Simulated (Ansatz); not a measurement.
**CH₂FNSSi: how energies converge with the basis set**

Aim: see how fast density functionals converge with the basis set for CH₂FNSSi.

The runs use Ansatz 0.2.0, Gaussian basis; one geometry, several basis sets.

The runs, in order: PBE0-D4/def2-SVP; ωB97M-V/def2-SVP; PBE0-D4/def2-QZVPP; ωB97M-V/def2-QZVPP; the functionals' def2-TZVPP values are taken from earlier runs.

**1. The geometry**

The geometry comes from an earlier relaxation with PBE0-D4/def2-TZVP; it is a stationary point, not always the lowest conformer.

SMILES `F[SiH]1N=C1S`, 7 atoms, charge 0, spin multiplicity 1.

Atoms are counted from 1 here; the program's logs count them from 0.

Bond lengths: F1–Si2 1.585 Å, Si2–N3 1.741 Å, Si2–C4 1.759 Å, Si2–H6 1.466 Å, N3–C4 1.301 Å, C4–S5 1.714 Å, S5–H7 1.350 Å. Angles: F1–Si2–N3 120.0°, F1–Si2–C4 122.5°, F1–Si2–H6 107.9°, N3–Si2–C4 43.6°, N3–Si2–H6 122.8°, C4–Si2–H6 126.5°, Si2–N3–C4 68.9°, Si2–C4–N3 67.4°, Si2–C4–S5 160.7°, N3–C4–S5 131.8°, C4–S5–H7 95.9°.

**2. PBE0-D4 in def2-SVP**

File in.yaml:

```yaml
crystal:
  periodic: [false, false, false]
  atoms:
    - {symbol: F, position_ang: [-2.420202, 0.296619, 0.303489]}
    - {symbol: Si, position_ang: [-0.890679, 0.591790, 0.594749]}
    - {symbol: N, position_ang: [0.226731, 0.775144, -0.727547]}
    - {symbol: C, position_ang: [0.406538, -0.359534, -0.117321]}
    - {symbol: S, position_ang: [1.483840, -1.659109, -0.415251]}
    - {symbol: H, position_ang: [-0.812019, 1.396256, 1.818114]}
    - {symbol: H, position_ang: [2.067190, -1.109267, -1.501832]}
basis:
  gaussian: {orbitals: def2-SVP}
hamiltonian: {xc: pbe0, dispersion: d4}
output: {orbitals: {seedname: orbitals}}
```

Command:

```console
$ ansatz run in.yaml --threads 2 --pin off --events-out ev --progress --plain --max-ram 4352MiB
```

Further steps of the session: ωB97M-V in def2-SVP; PBE0-D4 in def2-QZVPP; ωB97M-V in def2-QZVPP.

**Question.** What will the summary of the whole plan be? Wanted: PBE0-D4: double and triple zeta above quadruple; ωB97M-V: double and triple zeta above quadruple.

The runs gave:

```
                                       quantity           value
PBE0-D4: double and triple zeta above quadruple  14.07, 0.90 eV
ωB97M-V: double and triple zeta above quadruple  14.12, 0.84 eV
```

In words: PBE0-D4 gains 13.17 eV from double to triple zeta, then 0.90 eV more. Total energies overstate the basis error of differences, where much of it tends to cancel. The LUMO of ωB97M-V is positive and keeps falling with the basis (1.69 to 1.03 eV): an unbound level that the basis holds in place.
